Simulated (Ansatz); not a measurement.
# HMoN: the cost of one run

Method: def2-QZVPP, core rule «outside noble gas», up to 5 orbitals frozen; program: Ansatz 0.2.0, Gaussian basis.

To be run: UHF; ROHF; CCSD(T) on UHF.

2 further runs of the same task are left out: 2 set aside as unsound or not needed.

## 1. The geometry

The geometry is a PBE0/def2-TZVP stationary point (not a proven minimum) of the parent state, kept for this charge and spin. No spin-orbit coupling is included. Elements past krypton take def2 core potentials.

3 atoms, charge 0, spin multiplicity 3.

Atoms are counted from 1 here; the program's logs count them from 0.

Bond lengths: Mo1–N2 1.662 Å, N2–H3 1.015 Å. Angles: Mo1–N2–H3 180.0°.

## 2. UHF

Contents of in.yaml:

```yaml
crystal:
  periodic: [false, false, false]
  atoms:
    - {symbol: Mo, position_ang: [0.000000, 0.000000, 1.446270]}
    - {symbol: N, position_ang: [0.000000, 0.000000, -0.215519]}
    - {symbol: H, position_ang: [0.000000, 0.000000, -1.230751]}
basis:
  gaussian: {orbitals: "def2-QZVPP.json"}
magnetization: {spin_polarized: true, initial_magnetization: 2}
hamiltonian: {xc: hf}
output: {orbitals: {seedname: orbitals}}
```

On the command line:

```sh
> ansatz run in.yaml --threads 1 --pin off --events-out ev --progress --plain --max-ram 4096MiB --backend cpu
```

What time and memory should one allow on 1 thread of AMD EPYC 7R13, shared host?

About 27 s, with a peak of 0.37 GiB.
